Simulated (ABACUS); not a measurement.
Runs of ABACUS 3.10.1 on CsLiCr2Te2S3. It takes space group R32 (No. 155, trigonal). The conventional cell has a = 6.639 Å, b = 6.639 Å, c = 20.639 Å, α = 90.00°, β = 90.00°, γ = 120.00°. Cs (site symmetry 32) is surrounded by 6 Te at 3.84 Å and 6 S at 4.04 Å and 2 Cr at 4.16 Å. Li (site symmetry 32) is surrounded by 3 S at 2.41 Å. Cr (site symmetry 3) is surrounded by 3 S at 2.24 Å and 1 Te at 2.45 Å. Te (site symmetry 3) is surrounded by 1 Cr at 2.45 Å. S (site symmetry 2) has 2 Cr at 2.24 Å and 1 Li at 2.41 Å as nearest neighbours. The cell was built by a generator and needn't be a form met in nature.

```csv
task,level,potentials or basis,spin,U,k mesh,cutoff (eV),radial cutoff of the potentials (pseudo_rcut),path,points for each segment of the path,SCF threshold on the density,max SCF steps,mesh quality,gap on the mesh (eV),pressure (GPa),moment (μB),largest force (eV/Å)
single point,PBEsol,"SSSP 1.3 efficiency PBE, plane waves","collinear, ferromagnetic start",-,3 × 3 × 3,748,10 bohr,-,-,1e-08,100,coarse,none,(c),4.01,0.22
single point,PBE,"PseudoDojo NC FR 0.4 PBE standard, DZP LCAO (the cutoffs set its grid)","collinear, ferromagnetic start",-,3 × 3 × 3,1361,7 bohr,-,-,1e-07,100,coarse,none,(b),4.01,0.38
single point,PBE+U,"PseudoDojo NC SR 0.4.1 PBE standard, DZP LCAO (the cutoffs set its grid)","collinear, ferromagnetic start",Cr d U = 4 eV,2 × 2 × 2,1361,7 bohr,-,-,1e-06,120,coarse,none,4.1,4.21,(a)
single point,PBE,"PseudoDojo NC SR 0.4.1 PBE standard, DZP LCAO (the cutoffs set its grid)","collinear, ferromagnetic start",-,5 × 5 × 5,1361,7 bohr,-,-,1e-07,100,not flagged,none,0.9,4.00,0.39
single point,PBE,"PseudoDojo NC SR 0.4.1 PBE standard, TZDP LCAO (the cutoffs set its grid)","collinear, ferromagnetic start",-,5 × 5 × 5,1361,7 bohr,-,-,1e-07,100,not flagged,none,0.5,4.00,0.22
single point,PBE,"PseudoDojo NC SR 0.4.1 PBE standard, DZP LCAO (the cutoffs set its grid)","collinear, ferromagnetic start",-,2 × 2 × 2,1361,7 bohr,-,-,1e-07,100,coarse,none,1.1,4.01,0.36
```

Alike in all rows: cell as given; smearing fermi-dirac 0.05 eV.

Problem. Fill in the values left out.

Solution. (a) 1.59; (b) 1.0; (c) -2.0.

Caveats: some runs use coarse meshes; only a ferromagnetic start was run, and an antiferromagnetic order may lie lower in energy; the atomic orbitals were generated for these runs and aren't a published set (some runs); the basis of atomic orbitals isn't converged, which shifts pressures, moduli and gaps (some runs); there are fewer bands than atomic start orbitals, so a level may be missed at k points of high symmetry (some runs); the potentials were made for another functional, which shifts forces and pressure (some runs); forces of over 1 eV/Å show positions far from the minimum, so gaps and moduli don't describe the material at rest (some runs).

A k mesh can miss the band edges, and the runs leave out spin-orbit coupling on Cs, Te.

A gap of «none» marks a metal or a gap under the smearing width.

Not every run made on this cell is shown here.
